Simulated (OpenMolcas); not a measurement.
**Zr²⁺ among point charges: CASSCF levels and susceptibility**

How does a field of 2 point charges split the states of Zr²⁺, and what χT follows?

The numbers are computed with OpenMolcas 26.06 (state-averaged CASSCF, spin-orbit coupling by RASSI with atomic mean-field integrals), except any that are marked as measured or tabulated.

1 further run of the same task is left out (it didn't finish).

### 1 The atom as given

```
Species                           : Zr²⁺ (zirconium, Z = 40, 38 electrons)
Basis                             : ANO-RCC-VTZP [7s6p4d2f1g], 68 functions
Scalar Hamiltonian                : DKH2, point nucleus
Inactive shells                   : 1s 2s 2p 3s 3p 3d 4s 4p
Active space                      : 2 electrons in 5 orbitals (4d)
Some configurations of this space : 4d²
Orbitals                          : optimised for each spin and parity, averaged over all roots
```

The outer shells:

4d2
```
4d [↑ ][↑ ][  ][  ][  ]
```

The ion sits among 2 point charges of -1.5 e arranged as a linear pair (D∞h), 2.05 Å from the ion. The active orbitals were held to one l.

The work runs as a chain of OpenMolcas steps in one folder; each step below is one input file. Labels, J, g values, rates, χT and fits are worked out afterwards by a script from the matrices that RASSI stores. The input lists half of the charges; inversion (Group=XYZ) makes the rest.

### 2 One- and two-electron integrals

File a.inp:

```
&GATEWAY
Coord
1

Zr 0.0 0.0 0.0
Basis=ANO-RCC-VTZP
Group=XYZ
NoMove
AngMom=0.0 0.0 0.0
AMFI
XField
1 Angstrom 0
0.000000 0.000000 2.050000 -1.500000
&SEWARD
```

On the command line:

```
$ OMP_NUM_THREADS=1 MOLCAS_MEM=1689 MOLCAS_PROJECT=a pymolcas a.inp > a.log
```

### 3 CASSCF: triplets of even parity, 10 roots

File a.inp:

```
&RASSCF
FileOrb=start.orb
Symmetry=1
Spin=3
nActEl=2 0 0
Inactive=9 9
Ras2=5 0
CIRoot=10 10 1
SDav=10
CIMx=300
Iter=120 100
PrWF=0.3
OrbListing=Nothing
MaxOrb=0
SupSym
1
20 4 5 6 7 8 10 11 12 13 14 18 19 20 21 22 23 24 25 26 27
0
>>> COPY $Project.JobIph JOB001
```

start.orb holds the contracted functions of the basis, ordered by shell, or the orbitals of the step before.

### 4 Reference wave functions, singlets of even parity, 15 roots

File a.inp:

```
&RASSCF
FileOrb=start.orb
Symmetry=1
Spin=1
nActEl=2 0 0
Inactive=9 9
Ras2=5 0
CIRoot=15 15 1
SDav=15
CIMx=300
Iter=120 100
PrWF=0.3
OrbListing=Nothing
MaxOrb=0
SupSym
1
20 4 5 6 7 8 10 11 12 13 14 18 19 20 21 22 23 24 25 26 27
0
>>> COPY $Project.JobIph JOB002
```

### 5 RASSI: spin-orbit coupling between the states

File a.inp:

```
&RASSI
NrOfJobIphs=2 10 15
1 2 3 4 5 6 7 8 9 10
1 2 3 4 5 6 7 8 9 10 11 12 13 14 15
IphNames
JOB001
JOB002
EJob
SpinOrbit
DIPRint=1.0
SOCoupling=1000.0
Subsets=2
Property=9
'ANGMOM' 1 'ANGMOM' 2 'ANGMOM' 3 'MLTPL  1' 1 'MLTPL  1' 2 'MLTPL  1' 3
'AMFI' 1 'AMFI' 2 'AMFI' 3
SOProperty=3
'ANGMOM' 1 'ANGMOM' 2 'ANGMOM' 3
```

What does the calculation give? Wanted: spin-free ground state; first state of the same spin within the active space; lowest level; next level.

As calculated:

```
                                            quantity                               value
                                              method                              CASSCF
                              spin-free ground state  3Sigma, 1-fold in its orbital part
first state of the same spin within the active space                   3Phi at 9370 cm⁻¹
                                        lowest level                              1-fold
                                          next level                           71.2 cm⁻¹
                                         χT at 300 K                      0.96 cm³ K/mol
                           effective moment at 300 K                             2.77 μB
```

**Reading.** The spin-free ground state (3Sigma) comes to 68 % from free-ion P terms and keeps the highest spin of the shell. χT at 300 K is 0.96, against 1.00 cm³ K/mol for the spin alone; near agreement at one temperature doesn't show that the orbital moment is quenched. The field of point charges can differ much from that of real complexes. Point charges carry no covalency, so the field is a model and not that of real ligands.
